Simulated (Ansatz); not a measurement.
# HgCl₂+ (doublet): energies up the ladder

Wanted for HgCl₂+ (doublet): energies up the ladder. Charge +1. Spin multiplicity 2.

Computed with Ansatz 0.2.0 (the levels named in each step, unless a step's input says otherwise).

## 1. The system as given

Bond lengths: Cl1–Hg2 2.302 Å, Hg2–Cl3 2.302 Å. Angles: Cl1–Hg2–Cl3 180.0°.

Coordinates:

```xyz
3

Cl    0.0000    0.0000   -2.3017
Hg    0.0000    0.0000    0.0000
Cl    0.0000    0.0000    2.3017
```

## 2. A rough first relaxation, PBE-D4/def2-SVP

Contents of input.yaml:

```yaml
crystal:
  periodic: [false, false, false]
  atoms:
    - { symbol: Cl, position_ang: [0.0, 0.0, -2.30166] }
    - { symbol: Hg, position_ang: [0.0, 0.0, -4.0e-05] }
    - { symbol: Cl, position_ang: [0.0, 0.0, 2.3017] }
magnetization:
  spin_polarized: true
  initial_magnetization: 1
total_charge: 1
basis:
  gaussian: { orbitals: def2-SVP }
hamiltonian:
  xc: pbe
  dispersion: d4
relax:
  f_tol: 0.03
  max_steps: 200
```

Started as:

```console
$ ansatz run input.yaml --threads 4 --pin off --max-ram 10240MiB --backend cpu --events-out ev --progress --plain --runs-dir out
```

Further steps of the session: Relaxation, PBE0-D4/def2-TZVPP; Frequencies, PBE0-D4/def2-TZVPP; Single point, PBE-D4/def2-TZVPP; Single point, r2SCAN-D4/def2-TZVPP; Single point, B3LYP-D4/def2-TZVPP; Single point, wB97M-V/def2-TZVPP; Single point, B2PLYP/def2-TZVPP; Single point, LDA/def2-TZVPP; Single point, PBE0-D4/def2-SVP; Single point, PBE-D4/def2-SVP.

What does the calculation give? Wanted: Cl1–Hg2 at PBE0-D4/def2-TZVPP; Hg2–Cl3 at PBE0-D4/def2-TZVPP; frequencies at PBE0-D4/def2-TZVPP; energy at PBE-D4/def2-SVP.

As calculated:

| quantity | value |
| --- | --- |
| Cl1–Hg2 at PBE0-D4/def2-TZVPP | 2.245 Å |
| Hg2–Cl3 at PBE0-D4/def2-TZVPP | 2.245 Å |
| frequencies at PBE0-D4/def2-TZVPP | 92 to 369 cm⁻¹ |
| energy at PBE-D4/def2-SVP | -29195.755 eV |

In words: No mode is imaginary, so the geometry is a minimum. These totals serve in differences with atoms or fragments at the same level; alone they don't rank the methods. Heavy atoms carry effective core potentials in def2 sets, and spin-orbit coupling is left out.
